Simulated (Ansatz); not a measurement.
# Tb4S: the cost of one run

Program: Ansatz 0.2.0. Level of theory: DFT PBE, scalar-relativistic, plane waves, PAW; 4f electrons in the core of a trivalent norm-conserving potential. These are calculated values, not measurements.

2 further runs of the same task are left out: 1 that didn't finish, 1 set aside as unsound or not needed. Runs told in other sessions of the task aren't counted.

### Step 1. The starting structure

It takes space group Im-3m (No. 229, cubic). Conventional cell: a = 6.368 Å, b = 6.368 Å, c = 6.368 Å, α = 90.00°, β = 90.00°, γ = 90.00°. Tb (site symmetry -3m) is surrounded by 2 S at 2.76 Å. S (site symmetry m-3m) has 8 Tb at 2.76 Å in its first shell of neighbours.

Coordinates:

```
Tb S
1.0
    -3.18400    3.18400    3.18400
     3.18400   -3.18400    3.18400
     3.18400    3.18400   -3.18400
Tb S
4 1
Cartesian
  1.5920 1.5920 -1.5920
  -1.5920 1.5920 1.5920
  1.5920 -1.5920 1.5920
  1.5920 1.5920 1.5920
  0.0000 0.0000 0.0000
```

Recipe of the guess: species swapped into a database cell of Hg4Pt (Im-3m, No. 229), with Tb on the Hg sites and S on the Pt sites. Its size is a rough estimate.

### Step 2. A first look at the guess

Contents of input.yaml:

```yaml
crystal:
  lattice:
    - [-3.18399956, 3.18399956, 3.18399956]
    - [3.18399956, -3.18399956, 3.18399956]
    - [3.18399956, 3.18399956, -3.18399956]
  atoms:
    - { symbol: Tb, position: [0.0, 0.0, 0.5] }
    - { symbol: Tb, position: [0.5, 0.0, 0.0] }
    - { symbol: Tb, position: [0.0, 0.5, 0.0] }
    - { symbol: Tb, position: [0.5, 0.5, 0.5] }
    - { symbol: S, position: [0.0, 0.0, 0.0] }
basis:
  ecutwfc: 690
kpoints:
  mp_grid: { grid: [4, 4, 4] }
hamiltonian:
  xc: pbe
  pseudopotentials:
    kind: paw
    azcp: { Tb: "pseudopotentials/pbe/nc/lanthanide_3plus/Tb.nc.azcp" }
scf:
  occupations: { method: gaussian, width: 0.1 }
  lower_state_search: "off"
output:
  forces: true
  stress: true
  eigenvalues: true
```

Started as:

```bash
ansatz run input.yaml --threads 1 --pin off --max-ram 2560MiB --backend cpu --events-out ev --progress --plain --runs-dir out
```

**Question.** How long does this run take on 1 thread of Arm Neoverse V2, shared host, and how much memory does it need?

About 3.4 s, with a peak of 0.39 GiB.
